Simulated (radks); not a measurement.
# Mg in [He] 2s2 2p5 3s2 3d1: an all-electron calculation

One table from this session's results is given with a row withheld; the runs are named, their logs left out.

Program: radks (a radial shooting solver on a logarithmic mesh, Libxc functionals) version 1. Level of theory: non-relativistic Kohn-Sham, PBE, spin-polarised, spherical densities, point nucleus; open shells are filled with parallel spins first. These are calculated values, not measurements, unless marked.

## The atom as given

* element: magnesium (Z = 12)
* charge: 0
* electrons: 12
* configuration: [He] 2s2 2p5 3s2 3d1

The outer shells:

Mg
```
[He] core
2s [↑↓]
2p [↑↓][↑↓][↑ ]
3s [↑↓]
3d [↑ ][  ][  ][  ][  ]
```

Set-up of the first run:

Settings of this run:

```text
Z 12
configuration [He] 2s2 2p5 3s2 3d1
relativity non-relativistic
functional pbe,pbe
spin polarised
nucleus point
```

One of the session's tables, all rows but one given; the rest of the session is left out.

It belongs to the step «Orbitals and density». Sizes of the orbitals, from the radial functions (bohr):

| level | <r> | outermost maximum (interpolated) | 90 % within | nodes |
| --- | --- | --- | --- | --- |
| 1s up | 0.1309 | 0.0854 | 0.234 | 0 |
| 1s down | 0.1308 | 0.0854 | 0.234 | 0 |
| 2s up | 0.6746 | 0.539 | 1.06 | 1 |
| 2s down | 0.6790 | 0.541 | 1.07 | 1 |
| 2p up | 0.6452 | 0.465 | 1.09 | 0 |
| 2p down | 0.6527 | 0.468 | 1.10 | 0 |
| 3s up | 2.523 | 2.13 | 3.81 | 2 |
| 3s down | 2.531 | 2.14 | 3.82 | 2 |
| 3d up | ? | ? | ? | ? |

Estimate the missing values for 3d up.

As computed: <r>: 7.957; outermost maximum (interpolated): 7.03; 90 % within: 12.9; nodes: 0. In the column «<r>» it is the highest.
